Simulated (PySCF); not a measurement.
# C9H13B: NMR shifts in solvents

Aim: compute the NMR shifts of C9H13B (`CB(C)[C@H]1[C@H]2C=C[C@@H]1C=C2`), and see what a dielectric continuum does where one was used.

Computed with PySCF 2.14.0, with density-fitted response routines of our own, on a single molecule, in the gas phase or a continuum. Atoms count from 0, in the outputs and in this text.

### 1 The starting structure

23 atoms, charge 0, multiplicity 1; geometry from: GFN2-xTB.

Bonds of the start (Å): C0–B1 1.58, B1–C2 1.58, B1–C3 1.58, C3–C4 1.55, C4–C5 1.52, C5–C6 1.32, C6–C7 1.52, C7–C8 1.52, C8–C9 1.32, C7–C3 1.56, C9–C4 1.52, C0–H10 1.09, C0–H11 1.09, C0–H12 1.09, C2–H13 1.09, C2–H14 1.09, C2–H15 1.09, C3–H16 1.10, C4–H17 1.09, C5–H18 1.07, C6–H19 1.07, C7–H20 1.09, C8–H21 1.07, C9–H22 1.07.

### 2 Optimising the geometry at PBE0-D3(BJ)/def2-SVP

What the job is given:

```
{"job": {"xc": "PBE0", "basis": "def2-SVP", "d3": "d3bj", "grid": 1, "kind": "geom"}, "charge": 0, "multiplicity": 1}
C      1.910725    -1.394065     0.569985
B      1.138780    -0.602598    -0.552201
C      1.912090    -0.084317    -1.824884
C     -0.420650    -0.346812    -0.437110
C     -1.140244    -0.558661     0.920310
C     -0.510847     0.583466     1.701520
C     -0.352421     1.592784     0.859177
C     -0.881896     1.137557    -0.491810
C     -2.376556     0.942698    -0.293754
C     -2.530904    -0.068207     0.547628
H      1.845707    -0.853825     1.513846
H      1.453412    -2.364955     0.755789
H      2.963676    -1.559449     0.355531
H      2.701508     0.606704    -1.530555
H      1.289375     0.420817    -2.558968
H      2.417045    -0.906906    -2.330416
H     -0.922848    -0.917589    -1.229496
H     -1.087566    -1.541133     1.380790
H     -0.295174     0.540367     2.752643
H      0.025329     2.579968     1.048101
H     -0.582974     1.733706    -1.349056
H     -3.123118     1.566985    -0.747568
H     -3.437203    -0.479552     0.950578
```

Launch:

```
$ OMP_NUM_THREADS=1 python probes_run.py task.json out
```

The driver reads the jobs from task.json and runs them one after another.

The log of the run:

```text
step   0  E = -374.86213087  max force = 0.012263
step   1  E = -374.86594071  max force = 0.002666
step   2  E = -374.86606066  max force = 0.000632
step   3  E = -374.86616637  max force = 0.001456
step   4  E = -374.86625620  max force = 0.001360
step   5  E = -374.86636929  max force = 0.001244
step   6  E = -374.86645163  max force = 0.000975
step   7  E = -374.86646643  max force = 0.001211
step   8  E = -374.86649053  max force = 0.000521
step   9  E = -374.86650228  max force = 0.000501
step  10  E = -374.86650659  max force = 0.000850
step  11  E = -374.86650580  max force = 0.001474
step  12  E = -374.86652755  max force = 0.001287
step  13  E = -374.86656112  max force = 0.000470
step  14  E = -374.86657982  max force = 0.000529
step  15  E = -374.86659631  max force = 0.000381
step  16  E = -374.86660590  max force = 0.000290
optimisation converged
```

It took 17 min on 1 thread, shared host.

Along the way:

| step | energy from step 0 (eV) | largest force component (eV/Å) |
| --- | --- | --- |
| 0 | 0.0000 | 0.6306 |
| 1 | -0.1037 | 0.1371 |
| 2 | -0.1069 | 0.0325 |
| 3 | -0.1098 | 0.0749 |
| 4 | -0.1123 | 0.0699 |
| 5 | -0.1153 | 0.0640 |
| 6 | -0.1176 | 0.0501 |
| 7 | -0.1180 | 0.0623 |
| 8 | -0.1186 | 0.0268 |
| 9 | -0.1190 | 0.0258 |
| 10 | -0.1191 | 0.0437 |
| 11 | -0.1190 | 0.0758 |
| 12 | -0.1196 | 0.0662 |
| 13 | -0.1206 | 0.0242 |
| 14 | -0.1211 | 0.0272 |
| 15 | -0.1215 | 0.0196 |
| 16 | -0.1218 | 0.0149 |

Distances of close pairs at the start and the end, largest changes first:

| bond | before (Å) | after (Å) | change (Å) |
| --- | --- | --- | --- |
| C2–H13 | 1.090 | 1.109 | +0.019 |
| C6–H19 | 1.074 | 1.091 | +0.017 |
| C0–H10 | 1.089 | 1.107 | +0.017 |
| C9–H22 | 1.074 | 1.091 | +0.017 |
| C8–H21 | 1.074 | 1.091 | +0.017 |
| C5–H18 | 1.074 | 1.091 | +0.017 |
| C4–C5 | 1.520 | 1.536 | +0.015 |
| C6–C7 | 1.521 | 1.536 | +0.015 |

The next job starts from the end point, and lists it.

| at the end point | value |
| --- | --- |
| point group (found at 0.08 Å tolerance) | C1 |
| rotational constants (GHz, main isotopes) | 2.378, 1.126, 1.012 |
| dipole moment (D) | 0.23 |

### 3 Shielding tensors: PBE0/pcSseg-1 in acetonitrile

What the job is given:

```
{"job": {"kind": "nmr", "xc": "PBE0", "basis": "pcSseg-1", "solvent": "acetonitrile", "pop": true}, "charge": 0, "multiplicity": 1}
C      1.680919    -1.728200     0.556950
B      1.056087    -0.671724    -0.426225
C      1.941759     0.081176    -1.482001
C     -0.491927    -0.352981    -0.333324
C     -1.173708    -0.417432     1.065209
C     -0.458132     0.781718     1.703827
C     -0.317507     1.706636     0.747150
C     -0.940999     1.125767    -0.530555
C     -2.443887     0.972364    -0.271772
C     -2.583282     0.048001     0.683664
H      1.730613    -1.245602     1.551536
H      1.028334    -2.606444     0.694775
H      2.694277    -2.068062     0.298340
H      2.362102     0.944558    -0.927093
H      1.390148     0.504726    -2.334661
H      2.804108    -0.498025    -1.845074
H     -1.008735    -1.017106    -1.056394
H     -1.111736    -1.361469     1.621927
H     -0.193929     0.863126     2.759116
H      0.087371     2.715042     0.843104
H     -0.661426     1.625271    -1.467014
H     -3.223347     1.566887    -0.750232
H     -3.503063    -0.286929     1.165073
```

With the program's defaults for keys left out, this is: GIAO PBE0/pcSseg-1 NMR shielding, non-relativistic, IEF-PCM acetonitrile.

The log of the run:

```text
coarse grid: 18920 points
cycle   1  E = -374.9264746851  dE =  1.320e+00  |g| = 5.337e-01  |ddm| = 4.285e+00
cycle   2  E = -374.9180109611  dE =  8.464e-03  |g| = 5.772e-01  |ddm| = 1.143e+00
cycle   3  E = -375.0048451234  dE = -8.683e-02  |g| = 5.142e-02  |ddm| = 6.440e-01
cycle   4  E = -375.0052405942  dE = -3.955e-04  |g| = 2.761e-02  |ddm| = 8.629e-02
cycle   5  E = -375.0054201970  dE = -1.796e-04  |g| = 5.149e-03  |ddm| = 3.104e-02
cycle   6  E = -375.0054269096  dE = -6.713e-06  |g| = 4.436e-04  |ddm| = 5.196e-03
final grid: 181920 points
cycle   7  E = -375.0645029224  dE = -5.059e-05  |g| = 9.391e-03  |ddm| = 5.575e-02
cycle   8  E = -375.0644946100  dE =  8.312e-06  |g| = 1.122e-02  |ddm| = 2.154e-02
cycle   9  E = -375.0645260619  dE = -3.145e-05  |g| = 8.713e-04  |ddm| = 1.218e-02
cycle  10  E = -375.0645262179  dE = -1.560e-07  |g| = 2.672e-04  |ddm| = 1.084e-03
cycle  11  E = -375.0645262348  dE = -1.681e-08  |g| = 7.380e-05  |ddm| = 2.745e-04
cycle  12  E = -375.0645262357  dE = -9.687e-10  |g| = 4.089e-05  |ddm| = 9.060e-05
cycle  13  E = -375.0645262362  dE = -4.272e-10  |g| = 2.525e-06  |ddm| = 3.467e-05
converged SCF energy = -375.0645262362

GIAO shielding tensors (ppm)
atom      isotropic    diamagn.    paramagn.     s11        s22        s33       span
  0 C      169.616     253.954     -84.337    147.663    175.683    185.503     37.840
  1 B       16.854     185.994    -169.140    -46.352    -22.640    119.556    165.908
  2 C      169.128     253.835     -84.707    147.531    173.543    186.310     38.778
  3 C       82.715     245.917    -163.201     65.207     81.865    101.073     35.866
  4 C      128.408     247.569    -119.161    112.277    126.540    146.407     34.131
  5 C       26.837     254.869    -228.031   -109.224     39.048    150.687    259.910
  6 C       28.045     254.629    -226.584   -107.003     40.625    150.513    257.516
  7 C      128.365     246.591    -118.225    113.248    125.341    146.507     33.260
  8 C       27.229     255.552    -228.323   -106.415     40.137    147.965    254.380
  9 C       27.467     255.708    -228.241   -106.537     41.042    147.895    254.432
 10 H       30.791      31.062      -0.271     26.846     30.831     34.696      7.851
 11 H       30.104      30.871      -0.767     25.501     30.397     34.415      8.914
 12 H       30.392      29.532       0.860     26.177     29.141     35.859      9.682
 13 H       30.905      30.346       0.560     27.573     30.177     34.965      7.391
 14 H       30.012      31.590      -1.578     25.350     30.747     33.939      8.589
 15 H       30.271      29.243       1.028     25.910     28.966     35.938     10.027
 16 H       29.039      31.868      -2.830     26.504     28.049     32.564      6.060
 17 H       27.320      33.038      -5.718     23.981     27.162     30.818      6.838
 18 H       24.043      31.924      -7.881     21.338     25.148     25.643      4.305
 19 H       24.117      31.906      -7.789     21.513     25.108     25.730      4.217
 20 H       27.255      32.812      -5.556     23.980     26.981     30.804      6.824
 21 H       23.885      30.776      -6.892     21.944     23.915     25.795      3.851
 22 H       23.902      30.838      -6.936     21.958     23.910     25.838      3.880
```

It took 2.3 min on 1 thread, shared host.

Shifts follow as δ = σ(reference) − σ, with reference shieldings (ppm) from runs at the same level and on the same kind of geometry: 1H TMS 31.24, 13C TMS 185.5, 11B BF3·OEt2 101.4. The references are single molecules in the same continuum. Atoms listed in one row are averaged.

| atoms | environment | σ (ppm) | δ (ppm) |
| --- | --- | --- | --- |
| C8, C9 | alkene CH | 27.3 | 158.1 |
| C5, C6 | alkene CH | 27.4 | 158.0 |
| C3 | sp3 CH bonded to B | 82.7 | 102.8 |
| C4, C7 | allylic sp3 CH | 128.4 | 57.1 |
| C0, C2 | methyl carbon bonded to B | 169.4 | 16.1 |
| H21, H22 | hydrogen on an alkene CH | 23.89 | 7.35 |
| H18, H19 | hydrogen on an alkene CH | 24.08 | 7.16 |
| H17, H20 | hydrogen on an allylic sp3 CH | 27.29 | 3.95 |
| H16 | hydrogen on an sp3 CH bonded to B | 29.04 | 2.20 |
| H10, H11, H12, H13, H14, H15 | hydrogen on a methyl carbon bonded to B | 30.41 | 0.83 |
| B1 | boron bonded to 3 C | 16.9 | 84.5 |

The run also stored atomic charges by several schemes (e):

| atoms | Mulliken | IAO | Hirshfeld | ESP fit |
| --- | --- | --- | --- | --- |
| C0, C2 | -0.53 | -0.57 | -0.20 | -0.77 |
| B1 | 0.52 | 0.34 | 0.20 | 0.84 |
| C3 | -0.30 | -0.21 | -0.09 | -0.64 |
| C4, C7 | -0.25 | -0.13 | -0.03 | 0.27 |
| C5, C6 | -0.07 | -0.17 | -0.05 | -0.26 |
| C8, C9 | -0.05 | -0.17 | -0.06 | -0.29 |

Mayer bond orders: C0–B1 1.05, B1–C2 1.07, B1–C3 0.94, C3–C4 0.94, C4–C5 0.96, C5–C6 1.84, C6–C7 0.96, C7–C8 0.97, C8–C9 1.86, C7–C3 0.94, C9–C4 0.97.

Ring of atoms C3, C4, C5, C6, C7: NICS(0) -1.6, NICS(1) -3.5, NICS(1)zz -5.6 ppm (means of both faces; NICS(1) differs between them: -4.7 and -2.2).

Ring of atoms C3, C4, C7, C8, C9: NICS(0) -1.0, NICS(1) -2.8, NICS(1)zz -4.0 ppm (means of both faces).

### 4 Shielding tensors: PBE0/pcSseg-1 in chloroform

The job, as its differences from that of step 3:

```diff
@@ -1,2 +1,2 @@
-{"job": {"kind": "nmr", "xc": "PBE0", "basis": "pcSseg-1", "solvent": "acetonitrile", "pop": true}, "charge": 0, "multiplicity": 1}
+{"job": {"kind": "nmr", "xc": "PBE0", "basis": "pcSseg-1", "solvent": "chloroform", "pop": false}, "charge": 0, "multiplicity": 1}
 C      1.680919    -1.728200     0.556950
```

With the program's defaults for keys left out, this is: GIAO PBE0/pcSseg-1 NMR shielding, non-relativistic, IEF-PCM chloroform.

The log of the run:

```text
coarse grid: 18920 points
cycle   1  E = -374.9244977699  dE =  1.322e+00  |g| = 5.366e-01  |ddm| = 4.286e+00
cycle   2  E = -374.9142079238  dE =  1.029e-02  |g| = 5.858e-01  |ddm| = 1.164e+00
cycle   3  E = -375.0036635567  dE = -8.946e-02  |g| = 5.276e-02  |ddm| = 6.608e-01
cycle   4  E = -375.0040831188  dE = -4.196e-04  |g| = 2.821e-02  |ddm| = 8.920e-02
cycle   5  E = -375.0042710002  dE = -1.879e-04  |g| = 5.149e-03  |ddm| = 3.196e-02
cycle   6  E = -375.0042777104  dE = -6.710e-06  |g| = 4.355e-04  |ddm| = 5.301e-03
final grid: 181920 points
cycle   7  E = -375.0633673504  dE = -5.028e-05  |g| = 9.434e-03  |ddm| = 5.559e-02
cycle   8  E = -375.0633585518  dE =  8.799e-06  |g| = 1.133e-02  |ddm| = 2.182e-02
cycle   9  E = -375.0633907102  dE = -3.216e-05  |g| = 8.654e-04  |ddm| = 1.242e-02
cycle  10  E = -375.0633908650  dE = -1.548e-07  |g| = 2.509e-04  |ddm| = 1.103e-03
cycle  11  E = -375.0633908803  dE = -1.534e-08  |g| = 4.875e-05  |ddm| = 2.603e-04
cycle  12  E = -375.0633908806  dE = -2.348e-10  |g| = 3.814e-05  |ddm| = 7.030e-05
cycle  13  E = -375.0633908809  dE = -3.719e-10  |g| = 2.964e-06  |ddm| = 3.252e-05
converged SCF energy = -375.0633908809

GIAO shielding tensors (ppm)
atom      isotropic    diamagn.    paramagn.     s11        s22        s33       span
  0 C      169.445     253.836     -84.391    147.527    175.466    185.343     37.816
  1 B       16.866     186.073    -169.207    -46.232    -22.797    119.627    165.859
  2 C      168.940     253.711     -84.771    147.408    173.295    186.116     38.707
  3 C       82.876     245.959    -163.083     65.509     82.011    101.107     35.598
  4 C      128.488     247.647    -119.159    112.477    126.657    146.331     33.854
  5 C       27.073     254.920    -227.847   -108.878     39.636    150.462    259.340
  6 C       28.221     254.663    -226.443   -106.739     41.109    150.292    257.031
  7 C      128.422     246.653    -118.231    113.431    125.425    146.410     32.979
  8 C       27.542     255.480    -227.939   -105.959     40.851    147.733    253.693
  9 C       27.778     255.630    -227.853   -106.086     41.766    147.653    253.738
 10 H       30.802      31.067      -0.265     26.866     30.852     34.687      7.820
 11 H       30.132      30.887      -0.755     25.543     30.432     34.421      8.878
 12 H       30.382      29.530       0.852     26.170     29.129     35.846      9.676
 13 H       30.920      30.357       0.563     27.597     30.203     34.959      7.363
 14 H       30.030      31.594      -1.564     25.382     30.773     33.936      8.555
 15 H       30.267      29.247       1.020     25.913     28.963     35.925     10.012
 16 H       29.042      31.876      -2.834     26.514     28.046     32.564      6.050
 17 H       27.381      33.105      -5.724     24.051     27.227     30.866      6.815
 18 H       24.103      31.964      -7.861     21.384     25.222     25.701      4.317
 19 H       24.173      31.943      -7.770     21.556     25.177     25.786      4.229
 20 H       27.315      32.879      -5.564     24.048     27.045     30.851      6.802
 21 H       23.944      30.746      -6.802     22.006     23.970     25.855      3.849
 22 H       23.961      30.807      -6.846     22.020     23.966     25.898      3.878
```

Wall time 2.1 min (1 thread, shared host).

In short: δ C5 157.5, C8 157.5, C3 102.3, C4 56.7, H21 7.29, H18 7.11 ppm (means over like atoms).

### 5 Side by side: NMR shifts

Shifts (ppm) of some atoms, chosen among heavy atoms and hydrogens apart, means over like atoms, with basis size and wall time:

| run | C8 | C5 | C3 | C4 | H21 | H17 | B1 | functions | time |
| --- | --- | --- | --- | --- | --- | --- | --- | --- | --- |
| PBE0/pcSseg-1 in acetonitrile | 158.1 | 158.0 | 102.8 | 57.1 | 7.35 | 3.95 | 84.5 | 235 | 2.3 min |
| PBE0/pcSseg-1 in chloroform | 157.5 | 157.5 | 102.3 | 56.7 | 7.29 | 3.90 | 84.3 | 235 | 2.1 min |

The continuum's effect on the ground state:

| solvent | ε | polarisation energy (Eh) | μ (D) |
| --- | --- | --- | --- |
| chloroform | 4.71 | -0.0029 | 0.23 |
| acetonitrile | 35.69 | -0.0042 | 0.26 |

### 6 Summary of results

```
                                                                             quantity                                value
                                                                          point group                                   C1
                                                 rotational constants (main isotopes)                 2.38, 1.13, 1.01 GHz
13C shifts against TMS (PBE0/pcSseg-1, acetonitrile, means over atoms taken as alike)  158.1, 158.0, 102.8, 57.1, 16.1 ppm
 1H shifts against TMS (PBE0/pcSseg-1, acetonitrile, means over atoms taken as alike)     7.35, 7.16, 3.95, 2.20, 0.83 ppm
                            11B shifts against BF3·OEt2 (PBE0/pcSseg-1, acetonitrile)                             84.5 ppm
                                                             range of the shift of C8                   157.5 to 158.1 ppm
```

**Reading.** The optimisation took 16 steps and gained 0.122 eV; among the close pairs (by a distance rule), C2–H13 changed most, from 1.090 to 1.109 Å. Across the 2 runs the shift of C8 (with its like atoms) moves most, between 157.5 (PBE0/pcSseg-1 in chloroform) and 158.1 ppm (PBE0/pcSseg-1 in acetonitrile). Part of that comes from the computed reference. The continuum holds electrostatics alone: no hydrogen bonds to the solvent, and the gas-phase geometry is kept.
